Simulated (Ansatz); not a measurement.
**C₅H₆CuNO: a ladder of functionals and wavefunction methods**

One table from this session's results is given with a row withheld; the runs are named, their logs left out.

Program: Ansatz 0.2.0, Gaussian basis. Level of theory: functionals in def2-TZVPP, the program's frozen cores in correlated methods. These are calculated values, not measurements.

Levels to be run: LDA (SPW92), PBE-D4, revPBE-D4, BLYP-D4, r2SCAN-D4, B97M-V, PBE0-D4, B3LYP-D4, r2SCANh-D4, r2SCAN0-D4, HSE06-D4, BHLYP-D4, CAM-B3LYP-D4, LC-ωPBE, ωB97X-V, ωB97M-V, B2PLYP, PBE-QIDH; CCSD(T)/def2-SVP; CCSD(T)/def2-TZVPP; MP2/def2-QZVPP; extrapolation to the limit; RPA on PBE.

**Structure used throughout**

All runs share one geometry, relaxed beforehand with PBE0-D4 in a triple-zeta def2 set.

SMILES `[OH][Cu-][n+]1ccccc1`, 14 atoms, charge 0, spin multiplicity 1.

Atoms are counted from 1 here; the program's logs count them from 0.

Bond lengths: O1–Cu2 1.779 Å, O1–H9 0.959 Å, Cu2–N3 1.884 Å, N3–C4 1.340 Å, N3–C8 1.339 Å, C4–C5 1.381 Å, C4–H10 1.083 Å, C5–C6 1.385 Å, C5–H11 1.082 Å, C6–C7 1.385 Å, C6–H12 1.083 Å, C7–C8 1.381 Å, C7–H13 1.082 Å, C8–H14 1.083 Å. Angles: Cu2–O1–H9 112.4°, O1–Cu2–N3 175.3°, Cu2–N3–C4 120.3°, Cu2–N3–C8 121.7°, C4–N3–C8 118.1°, N3–C4–C5 122.7°, N3–C4–H10 116.1°, C5–C4–H10 121.2°, C4–C5–C6 119.0°, C4–C5–H11 119.5°, C6–C5–H11 121.4°, C5–C6–C7 118.5°, C5–C6–H12 120.8°, C7–C6–H12 120.7°, C6–C7–C8 119.0°, C6–C7–H13 121.4°, C8–C7–H13 119.5°, N3–C8–C7 122.7° and more.

The first run:

Contents of in.yaml:

```yaml
crystal:
  periodic: [false, false, false]
  atoms:
    - {symbol: O, position_ang: [0.742959, -0.177255, 4.153777]}
    - {symbol: Cu, position_ang: [0.402679, -0.170448, 2.407259]}
    - {symbol: N, position_ang: [0.099842, -0.021219, 0.553401]}
    - {symbol: C, position_ang: [0.440247, 1.098477, -0.098762]}
    - {symbol: C, position_ang: [0.241002, 1.261464, -1.455587]}
    - {symbol: C, position_ang: [-0.333721, 0.229669, -2.178892]}
    - {symbol: C, position_ang: [-0.687378, -0.929915, -1.509192]}
    - {symbol: C, position_ang: [-0.455574, -1.016062, -0.150429]}
    - {symbol: H, position_ang: [0.488200, -1.001231, 4.572660]}
    - {symbol: H, position_ang: [0.886848, 1.882214, 0.500377]}
    - {symbol: H, position_ang: [0.535547, 2.188390, -1.930566]}
    - {symbol: H, position_ang: [-0.502893, 0.327391, -3.244623]}
    - {symbol: H, position_ang: [-1.139621, -1.765682, -2.027419]}
    - {symbol: H, position_ang: [-0.718137, -1.905772, 0.407984]}
basis:
  gaussian: {orbitals: def2-TZVPP}
hamiltonian: {xc: lda}
output: {orbitals: {seedname: orbitals}}
```

Started as:

```sh
ansatz run in.yaml --threads 2 --pin off --events-out ev --progress --plain --max-ram 22528MiB --backend cuda --devices 0, --max-vram 18GiB
```

Among the steps run: LDA; PBE-D4 (GGA); revPBE-D4 (GGA); BLYP-D4 (GGA); r2SCAN-D4 (meta-GGA); B97M-V (meta-GGA); PBE0-D4 (hybrid); B3LYP-D4 (hybrid); r2SCANh-D4 (hybrid); r2SCAN0-D4 (hybrid); HSE06-D4 (hybrid); BHLYP-D4 (hybrid); CAM-B3LYP-D4 (range-separated); LC-ωPBE (range-separated); ωB97X-V (range-separated); ωB97M-V (range-separated); B2PLYP (double hybrid); PBE-QIDH (double hybrid).

One of the session's tables, all rows but one given; the rest of the session is left out.

It belongs to the step «Orbital energies across the functionals». 

```
  functional  HOMO (eV)  LUMO (eV)  gap (eV)
 LDA (SPW92)      -4.65      -2.98      1.67
      PBE-D4          ?          ?         ?
   revPBE-D4      -4.30      -2.63      1.67
     BLYP-D4      -4.28      -2.58      1.70
   r2SCAN-D4      -4.53      -2.63      1.90
      B97M-V      -4.56      -2.59      1.97
     PBE0-D4      -5.65      -2.00      3.65
    B3LYP-D4      -5.44      -2.17      3.26
  r2SCANh-D4      -5.01      -2.37      2.64
  r2SCAN0-D4      -5.82      -1.94      3.87
    HSE06-D4      -5.25      -2.37      2.88
    BHLYP-D4      -7.02      -1.03      5.99
CAM-B3LYP-D4      -7.06      -0.95      6.11
     LC-ωPBE      -8.28       0.05      8.33
     ωB97X-V      -8.02       0.06      8.07
     ωB97M-V      -8.04       0.00      8.05
```

Estimate the missing values for PBE-D4.

**Answer.** HOMO (eV): -4.40; LUMO (eV): -2.73; gap (eV): 1.67. In the column «HOMO (eV)» it lies between r2SCAN-D4 (-4.53) and revPBE-D4 (-4.30).
